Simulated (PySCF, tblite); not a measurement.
# C₂H₇N₂Si radical: geometry, infrared bands and EPR parameters

Wanted: the infrared bands and EPR parameters of C₂H₇N₂Si radical (`[N]=CCN[SiH3]`), by calculation.

Computed with tblite 0.8.0 and PySCF 2.14.0, with density-fitted response routines of our own, on a single molecule in the gas phase. Atoms count from 0, in the outputs and in this text.

## 1. The molecule as given

12 atoms, charge 0, multiplicity 2; geometry from: force field or distance geometry start.

Bonds of the start (Å): N0–C1 1.46, C1–C2 1.50, C2–N3 1.45, N3–Si4 1.70, C1–H5 1.09, C2–H6 1.09, C2–H7 1.10, N3–H8 1.03, Si4–H9 1.47, Si4–H10 1.48, Si4–H11 1.48.

## 2. Relaxing the molecule with GFN2-xTB

What the job is given:

```
{"job": {"kind": "relax", "xc": "GFN2-xTB", "basis": "xTB"}, "charge": 0, "multiplicity": 2}
N     -2.630800    -0.428600     1.883800
C     -2.046100    -0.062100     0.592800
C     -0.671400     0.548400     0.544700
N      0.211400    -0.439600    -0.039000
Si     1.839000    -0.147000    -0.417700
H     -2.589800    -0.273100    -0.333600
H     -0.359600     0.855500     1.541200
H     -0.744600     1.444100    -0.093200
H      0.195400    -1.281500     0.558200
H      2.534700     0.158000     0.846300
H      2.381400    -1.377900    -1.038400
H      1.881700     1.003100    -1.350400
```

Command:

```sh
$ OMP_NUM_THREADS=1 python probes_run.py task.json out
```

This one command runs all jobs of the session in turn.

Log:

```text
step      E/eV     max force
  0    -415.64962    9.215
  1    -417.14345    1.462
  2    -417.18048    0.953
  3    -417.20286    0.612
  4    -417.21229    0.373
  5    -417.23011    0.328
  6    -417.23818    0.394
  7    -417.24959    0.388
  8    -417.25767    0.236
  9    -417.26482    0.229
 10    -417.26975    0.191
 11    -417.27341    0.157
 12    -417.27629    0.125
 13    -417.27849    0.149
 14    -417.28022    0.129
 15    -417.28189    0.129
 16    -417.28337    0.100
 17    -417.28452    0.087
 18    -417.28554    0.091
 19    -417.28676    0.107
 20    -417.28840    0.119
 21    -417.29044    0.114
 22    -417.29261    0.136
 23    -417.29478    0.135
 24    -417.29722    0.145
 25    -417.30025    0.165
 26    -417.30385    0.153
 27    -417.30780    0.181
 28    -417.31192    0.205
 29    -417.31599    0.178
 30    -417.31976    0.163
 31    -417.32396    0.204
 32    -417.33040    0.257
 33    -417.33941    0.270
 34    -417.34702    0.213
 35    -417.35134    0.204
 36    -417.34601    0.764
 37    -417.35491    0.132
 38    -417.35596    0.101
 39    -417.36102    0.143
 40    -417.36330    0.159
 41    -417.36714    0.224
 42    -417.37046    0.158
 43    -417.37356    0.145
 44    -417.37624    0.237
 45    -417.37740    0.183
 46    -417.38010    0.127
 47    -417.38329    0.122
 48    -417.39019    0.234
 49    -417.39374    0.315
 50    -417.39783    0.193
 51    -417.40130    0.378
 52    -417.40419    0.127
 53    -417.40613    0.113
 54    -417.40700    0.098
 55    -417.40743    0.071
 56    -417.40790    0.063
 57    -417.40875    0.114
 58    -417.40956    0.087
 59    -417.41023    0.077
 60    -417.41064    0.053
 61    -417.41102    0.077
 62    -417.41147    0.082
 63    -417.41214    0.078
 64    -417.41298    0.059
 65    -417.41376    0.067
 66    -417.41437    0.048
 67    -417.41486    0.059
 68    -417.41528    0.048
 69    -417.41567    0.038
 70    -417.41586    0.041
 71    -417.41622    0.055
 72    -417.41669    0.048
 73    -417.41721    0.045
 74    -417.41754    0.043
 75    -417.41771    0.041
 76    -417.41787    0.041
 77    -417.41817    0.043
 78    -417.41866    0.052
 79    -417.41933    0.073
 80    -417.42010    0.081
 81    -417.42093    0.079
 82    -417.42184    0.078
 83    -417.42292    0.097
 84    -417.42411    0.126
 85    -417.42573    0.115
 86    -417.42796    0.139
 87    -417.43275    0.204
 88    -417.43919    0.217
 89    -417.44393    0.154
 90    -417.44370    0.314
 91    -417.44367    0.312
 92    -417.44511    0.374
 93    -417.44810    0.107
 94    -417.44877    0.171
 95    -417.45070    0.235
 96    -417.45344    0.205
 97    -417.45486    0.119
 98    -417.45573    0.085
 99    -417.45641    0.132
100    -417.45704    0.068
101    -417.45794    0.071
102    -417.45876    0.089
103    -417.45956    0.122
104    -417.46009    0.071
105    -417.46065    0.078
106    -417.46120    0.096
107    -417.46178    0.054
108    -417.46253    0.053
109    -417.46285    0.045
110    -417.46311    0.037
111    -417.46326    0.024
112    -417.46336    0.019
113    -417.46341    0.016
114    -417.46344    0.013
115    -417.46345    0.011
116    -417.46347    0.011
117    -417.46349    0.013
118    -417.46351    0.015
119    -417.46354    0.016
120    -417.46359    0.019
121    -417.46367    0.021
122    -417.46377    0.028
123    -417.46388    0.027
124    -417.46396    0.020
125    -417.46403    0.023
126    -417.46411    0.032
127    -417.46424    0.044
128    -417.46443    0.066
129    -417.46465    0.062
130    -417.46485    0.091
131    -417.46492    0.056
132    -417.46504    0.049
133    -417.46508    0.030
134    -417.46512    0.016
135    -417.46514    0.007
```

It took 0.57 s on 1 thread of Arm Neoverse V1, shared host.

Relaxation path: (not every step is listed)

| step | energy from step 0 (eV) | largest force (eV/Å) |
| --- | --- | --- |
| 0 | 0.0000 | 9.2150 |
| 1 | -1.4938 | 1.4616 |
| 2 | -1.5309 | 0.9528 |
| 3 | -1.5532 | 0.6118 |
| 4 | -1.5627 | 0.3726 |
| 5 | -1.5805 | 0.3280 |
| 6 | -1.5886 | 0.3940 |
| 7 | -1.6000 | 0.3882 |
| 8 | -1.6080 | 0.2363 |
| 20 | -1.6388 | 0.1194 |
| 32 | -1.6808 | 0.2573 |
| 44 | -1.7266 | 0.2366 |
| 56 | -1.7583 | 0.0627 |
| 68 | -1.7657 | 0.0485 |
| 80 | -1.7705 | 0.0810 |
| 92 | -1.7955 | 0.3740 |
| 104 | -1.8105 | 0.0714 |
| 116 | -1.8138 | 0.0112 |
| 128 | -1.8148 | 0.0661 |
| 130 | -1.8152 | 0.0909 |
| 131 | -1.8153 | 0.0558 |
| 132 | -1.8154 | 0.0494 |
| 133 | -1.8155 | 0.0302 |
| 134 | -1.8155 | 0.0156 |
| 135 | -1.8155 | 0.0068 |

Close pairs (by a distance rule), those that changed most:

| bond | before (Å) | after (Å) | change (Å) |
| --- | --- | --- | --- |
| N0–C1 | 1.464 | 1.212 | -0.252 |
| C1–C2 | 1.505 | 1.557 | +0.052 |
| N3–Si4 | 1.696 | 1.731 | +0.035 |
| C2–N3 | 1.448 | 1.419 | -0.029 |
| Si4–H10 | 1.481 | 1.457 | -0.024 |
| N3–H8 | 1.032 | 1.009 | -0.023 |
| Si4–H9 | 1.475 | 1.462 | -0.013 |
| Si4–H11 | 1.481 | 1.470 | -0.011 |

The final coordinates are the input of the step that follows.

## 3. Vibrational analysis with GFN2-xTB

What the job is given:

```
{"job": {"kind": "ir", "xc": "GFN2-xTB", "basis": "xTB"}, "charge": 0, "multiplicity": 2}
N     -2.880245    -0.045573     0.639046
C     -1.775672     0.285430     0.266532
C     -0.512164     0.351731     1.173525
N      0.507444    -0.527089     0.725061
Si     1.504907    -0.219515    -0.656124
H     -1.506816     0.561329    -0.760784
H     -0.820463     0.109816     2.192435
H     -0.152250     1.382309     1.127985
H      0.315648    -1.487920     0.966047
H      2.031783     1.127997    -0.448289
H      2.507545    -1.275568    -0.595456
H      0.781482    -0.263631    -1.935358
```

Log:

```text
mode    cm-1     km/mol
  1      59.2     13.94
  2      81.9      4.61
  3     132.5      0.97
  4     260.6      5.98
  5     376.1      1.85
  6     413.8      4.63
  7     524.5    104.90
  8     567.0     90.97
  9     604.2     77.58
 10     738.9    198.36
 11     769.2     24.43
 12     800.1     63.98
 13     809.3    147.36
 14     813.6    436.09
 15     850.4     20.46
 16     960.8     14.22
 17    1120.5     11.56
 18    1178.4    115.85
 19    1188.2     41.94
 20    1268.0      7.35
 21    1356.3     82.25
 22    1449.6      1.11
 23    1853.1     13.29
 24    2195.1    287.73
 25    2277.8    216.92
 26    2314.7    310.35
 27    2797.2     25.37
 28    2958.1     25.01
 29    2975.0     23.09
 30    3446.5      2.03
```

Run time: 0.23 s. Hardware: 1 thread of Arm Neoverse V1, shared host.

Which atoms move in the most intense modes:

| cm⁻¹ | km/mol | atoms |
| --- | --- | --- |
| 524 | 104.9 | H8 72 %, N3 22 % |
| 739 | 198.4 | H10 49 %, H9 41 % |
| 809 | 147.4 | H11 54 %, H9 28 %, H10 12 % |
| 814 | 436.1 | Si4 24 %, H11 18 %, H9 18 %, H10 16 % |
| 1178 | 115.8 | H7 32 %, N3 24 %, H5 18 %, C2 13 % |
| 2195 | 287.7 | H11 95 % |
| 2278 | 216.9 | H9 94 % |
| 2315 | 310.4 | H10 95 % |

## 4. EPR parameters: B3LYP/pcH-1

The job, as its differences from that of step 3:

```diff
@@ -1,2 +1,2 @@
-{"job": {"kind": "ir", "xc": "GFN2-xTB", "basis": "xTB"}, "charge": 0, "multiplicity": 2}
+{"job": {"kind": "epr", "basis": "pcH-1"}, "charge": 0, "multiplicity": 2}
 N     -2.880245    -0.045573     0.639046
```

Level: UKS B3LYP, pcH-1 on C H N Si, non-relativistic, mean-field spin-orbit, GIAO.

Log:

```text
UKS, coarse grid
  cycle   1  E = -479.32876772  |g| = 3.26e-01
  cycle   2  E = -479.25611256  |g| = 5.29e-01
  cycle   3  E = -479.38027584  |g| = 9.52e-02
  cycle   4  E = -479.38306625  |g| = 5.78e-02
  cycle   5  E = -479.38456008  |g| = 1.62e-02
  cycle   6  E = -479.38472473  |g| = 6.39e-03
  cycle   7  E = -479.38476327  |g| = 1.89e-03
  cycle   8  E = -479.38477070  |g| = 8.40e-04
UKS, final grid
  cycle   1  E = -479.38479374  |g| = 7.22e-04
  cycle   2  E = -479.38479393  |g| = 1.05e-03
  cycle   3  E = -479.38479444  |g| = 3.05e-04
  cycle   4  E = -479.38479456  |g| = 2.10e-04
  cycle   5  E = -479.38479465  |g| = 5.33e-05
  cycle   6  E = -479.38479465  |g| = 7.22e-06
E = -479.38479465 Eh   <S^2> = 0.7583 (exact 0.7500)
g shifts (ppm)      1          2          3
  rmc          -210       -210       -210
  gc             51         -4          3
  oz_so        -725        179       2666
  total        -884        -34       2460
hyperfine (MHz)  atom isotope    a_iso     a_fc   dipolar eigenvalues
    0   14N      20.44      20.50    -43.66    -34.51     78.17
    1   13C     -67.97     -67.97    -15.91     -1.02     16.93
    2   13C     112.24     112.26    -13.46    -12.63     26.09
    3   14N      -0.34      -0.34     -1.67     -1.45      3.12
    4  29Si       1.41       1.41     -0.37      0.16      0.21
    5    1H     239.46     239.47     -4.81     -2.74      7.56
    6    1H      -7.75      -7.76     -8.51     -1.14      9.65
    7    1H       1.74       1.74     -5.63     -2.67      8.30
    8    1H      -0.27      -0.27     -3.00     -0.31      3.31
    9    1H      -0.16      -0.16     -0.86     -0.72      1.58
   10    1H       5.85       5.85     -0.67     -0.55      1.22
   11    1H      11.21      11.21     -1.42     -0.65      2.07
```

It took 35 s on 1 thread of Arm Neoverse V1, shared host; peak memory 0.61 GiB.

Principal g values 2.00144, 2.00229, 2.00478; g(iso) = 2.00283, against 2.00232 for a free electron.

Mean a(iso) over the nuclei that a row names, and the largest dipolar term of the row (other rows stand at the frozen geometry):

| nuclei | isotope | a(iso) (MHz) | a(iso) (G, at g = 2.0023) | largest dipolar term (MHz) |
| --- | --- | --- | --- | --- |
| H5 | 1H | 239.5 | 85.4 | 7.6 |
| C2 | 13C | 112.2 | 40.1 | 26.1 |
| C1 | 13C | -68.0 | -24.3 | 16.9 |
| N0 | 14N | 20.4 | 7.3 | 78.2 |
| H9, H10, H11 | 1H | 5.6 | 2.0 | 2.1 |
| H6, H7 | 1H | -3.0 | -1.1 | 9.6 |
| Si4 | 29Si | 1.4 | 0.5 | -0.4 |
| N3 | 14N | -0.3 | -0.1 | 3.1 |
| H8 | 1H | -0.3 | -0.1 | 3.3 |

Mulliken spin populations:

| atom | value (e) |
| --- | --- |
| N0 | 0.89 |
| C1 | -0.17 |
| C2 | 0.11 |
| N3 | 0.02 |
| Si4 | 0.00 |
| H5 | 0.12 |
| H6 | 0.00 |
| H7 | 0.00 |
| H8 | 0.00 |
| H9 | 0.00 |
| H10 | 0.00 |
| H11 | 0.00 |

In first order the couplings over 0.8 MHz of 1H, 14N give 72 distinct lines over 108.3 G, if the averaged nuclei exchange fast.

The fields below are evaluated on a grid from the run's orbitals.

ELF in a plane through or near 5 of the atoms.

Values, 10 rows by 14 columns:
```
0.00 0.00 0.00 0.00 0.00 0.00 0.00 0.00 0.00 0.00 0.00 0.00 0.00 0.00
0.00 0.00 0.00 0.00 0.00 0.00 0.00 0.00 0.00 0.00 0.00 0.00 0.00 0.00
0.00 0.00 0.00 0.00 0.00 0.04 0.15 0.01 0.19 0.57 0.02 0.00 0.00 0.00
0.00 0.00 0.16 0.31 0.02 0.46 0.84 0.22 0.92 1.00 0.34 0.00 0.00 0.00
0.00 0.04 0.87 0.97 0.42 0.67 0.43 0.83 0.74 0.75 0.02 0.09 0.01 0.00
0.00 0.04 0.71 0.91 0.54 0.50 0.79 0.38 0.89 0.61 0.66 0.79 0.25 0.00
0.00 0.00 0.05 0.16 0.59 0.64 0.16 0.10 0.83 0.19 0.76 0.81 0.30 0.00
0.00 0.00 0.01 0.33 1.00 1.00 0.23 0.59 1.00 0.56 0.28 0.44 0.06 0.00
0.00 0.00 0.00 0.18 0.96 0.97 0.07 0.03 0.70 0.07 0.01 0.01 0.00 0.00
0.00 0.00 0.00 0.00 0.03 0.04 0.00 0.00 0.00 0.00 0.00 0.00 0.00 0.00
```
The map spans 10.8 Å across and 8.4 Å up, centred on the molecule. Atoms in the plane (x, y in Å): C1 (1.7, -0.7), N3 (-0.3, 0.7), Si4 (-1.7, -0.2), H5 (1.1, -1.6), H11 (-1.6, -1.6).

log10 of the density (e/Å³) in the same plane.

Ten even steps from '0' (-4.0) to '9' (1.8):
```
0000000000000000000000000000
0000000000000000000000000000
0000000000000000000000000000
0000000000011111222110000000
0000011112233333333221000000
0001122223344444444421000000
0011233334455555665432100000
0012344445567666676532210000
0123455555678777766543321000
0123456666677777766554432100
0123455689866666777666543210
0112345678765556798776653210
0012344566655456787776653210
0001234567654456776665543200
0001233566654446665544432100
0000123455543344554433321000
0000122344433233333222110000
0000011223322122222110000000
0000000112111001110000000000
0000000000000000000000000000
```
The map spans 10.8 Å across and 8.4 Å up, centred on the molecule. Atoms in the plane (x, y in Å): C1 (1.7, -0.7), N3 (-0.3, 0.7), Si4 (-1.7, -0.2), H5 (1.1, -1.6), H11 (-1.6, -1.6).

On the surface of density 0.002 e/bohr³ the electrostatic potential runs, from the 1st to the 99th percentile, from -1.71 V near N0 to 1.76 V near H8.

The spin density lies nearest to N0 69 %; H5 10 %; C1 9 % (beta excess); C2 7 %.

## 5. Results

| quantity | value |
| --- | --- |
| strongest single infrared mode (GFN2-xTB) | 814 cm⁻¹, 436 km/mol |
| zero-point energy (GFN2-xTB) | 53.1 kcal/mol |
| g(iso) (B3LYP) | 2.00283 |
| ⟨S²⟩ | 0.758 (exact 0.75) |
| largest a(iso) (averaged by class) | 1H on H5, 239.5 MHz |
| surface potential, 1st and 99th percentile | -1.71 V and 1.76 V |

The optimisation took 135 steps and gained 1.816 eV; among the close pairs (by a distance rule), N0–C1 changed most, from 1.464 to 1.212 Å. All 30 modes are real, so the xTB geometry is a minimum. The strongest single mode, at 814 cm⁻¹, has its largest shares on Si4, H11, H9 and H10 (the list is cut at 4 atoms). Unscaled tight-binding wavenumbers are off by several per cent, some by more. Its intensities can rank the bands wrongly. Most of the unpaired spin sits on N0 (0.89 e). The isotropic g lies 0.5 ppt above the free-electron value.
